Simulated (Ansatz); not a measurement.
**CH5ClGeSe: up Jacob's ladder to CCSD(T)**

An exercise on one series of results from a longer session: the logs are not shown, and one member is left open.

Program: Ansatz 0.2.0, Gaussian basis. Level of theory: functionals in def2-TZVPP, the program's frozen cores in correlated methods. These are calculated values, not measurements.

Levels to be run: LDA (SPW92), PBE-D4, revPBE-D4, BLYP-D4, r2SCAN-D4, B97M-V, PBE0-D4, B3LYP-D4, r2SCANh-D4, r2SCAN0-D4, HSE06-D4, BHLYP-D4, CAM-B3LYP-D4, LC-ωPBE, ωB97X-V, ωB97M-V, B2PLYP, PBE-QIDH; CCSD(T)/def2-SVP; CCSD(T)/def2-TZVPP; MP2/def2-QZVPP; extrapolation to the limit; RPA on PBE.

**The geometry**

All runs share one geometry, relaxed beforehand with PBE0-D4 in a triple-zeta def2 set.

9 atoms, charge 0, spin multiplicity 1.

Atoms are counted from 1 here; the program's logs count them from 0.

Bond lengths: C1–Se2 1.957 Å, C1–H5 1.088 Å, C1–H6 1.088 Å, C1–H7 1.089 Å, Se2–Ge3 2.325 Å, Ge3–Cl4 2.165 Å, Ge3–H8 1.532 Å, Ge3–H9 1.535 Å. Angles: Se2–C1–H5 109.8°, Se2–C1–H6 110.5°, Se2–C1–H7 106.1°, H5–C1–H6 110.9°, H5–C1–H7 109.7°, H6–C1–H7 109.6°, C1–Se2–Ge3 96.2°, Se2–Ge3–Cl4 110.0°, Se2–Ge3–H8 109.0°, Se2–Ge3–H9 111.6°, Cl4–Ge3–H8 107.8°, Cl4–Ge3–H9 104.8°, H8–Ge3–H9 113.6°.

As a file:

```
atom    x (Å)    y (Å)    z (Å)
  C1  -0.8544   1.2334   0.5954
 Se2   0.4602   1.1654  -0.8522
 Ge3   0.8078  -1.1324  -0.7682
 Cl4   1.6318  -1.6870   1.1552
  H5  -0.4079   0.8666   1.5171
  H6  -1.7380   0.6545   0.3344
  H7  -1.1242   2.2817   0.7100
  H8   1.8272  -1.5212  -1.8433
  H9  -0.5140  -1.9074  -0.8655
```

Set-up of the first run:

in.yaml reads:

```yaml
crystal:
  periodic: [false, false, false]
  atoms:
    - {symbol: C, position_ang: [-0.854360, 1.233367, 0.595431]}
    - {symbol: Se, position_ang: [0.460195, 1.165408, -0.852184]}
    - {symbol: Ge, position_ang: [0.807761, -1.132382, -0.768241]}
    - {symbol: Cl, position_ang: [1.631772, -1.687038, 1.155232]}
    - {symbol: H, position_ang: [-0.407900, 0.866590, 1.517137]}
    - {symbol: H, position_ang: [-1.737980, 0.654533, 0.334413]}
    - {symbol: H, position_ang: [-1.124212, 2.281738, 0.710037]}
    - {symbol: H, position_ang: [1.827218, -1.521244, -1.843340]}
    - {symbol: H, position_ang: [-0.513993, -1.907373, -0.865485]}
basis:
  gaussian: {orbitals: def2-TZVPP}
hamiltonian: {xc: lda}
output: {orbitals: {seedname: orbitals}}
```

Command:

```
> ansatz run in.yaml --threads 4 --pin off --events-out ev --progress --plain --max-ram 10444MiB
```

Steps of the session up to this table: LDA; PBE-D4 (GGA); revPBE-D4 (GGA); BLYP-D4 (GGA); r2SCAN-D4 (meta-GGA); B97M-V (meta-GGA); B3LYP-D4 (hybrid); r2SCANh-D4 (hybrid); r2SCAN0-D4 (hybrid); HSE06-D4 (hybrid); BHLYP-D4 (hybrid); CAM-B3LYP-D4 (range-separated); LC-ωPBE (range-separated); ωB97X-V (range-separated); ωB97M-V (range-separated); B2PLYP (double hybrid); PBE-QIDH (double hybrid).

One of the session's tables, all rows but one given; the rest of the session is left out.

It belongs to the step «Frontier levels by functional». 

```
  functional  HOMO (eV)  gap (eV)
 LDA (SPW92)      -5.88      4.03
      PBE-D4      -5.75      4.15
   revPBE-D4      -5.70      4.20
     BLYP-D4      -5.59      4.06
   r2SCAN-D4          ?         ?
      B97M-V      -6.11      4.75
     PBE0-D4      -6.89      6.17
    B3LYP-D4      -6.66      5.67
  r2SCANh-D4      -6.43      5.38
  r2SCAN0-D4      -7.06      6.48
    HSE06-D4      -6.50      5.41
    BHLYP-D4      -7.88      8.08
CAM-B3LYP-D4      -8.16      8.44
     LC-ωPBE      -9.52     10.98
     ωB97X-V      -9.18     10.52
     ωB97M-V      -9.04     10.19
```

**Question.** Estimate the row for r2SCAN-D4.

Worked estimate for «HOMO (eV)». Against the share of exact exchange, r2SCANh-D4 (0.1, -6.43), r2SCAN0-D4 (0.25, -7.06) give a slope of -4.20 per unit share; at 0 the line stands at -6.01.

The run gave: HOMO (eV): -6.02; gap (eV): 4.65. In «HOMO (eV)» the line misses by +0.01.
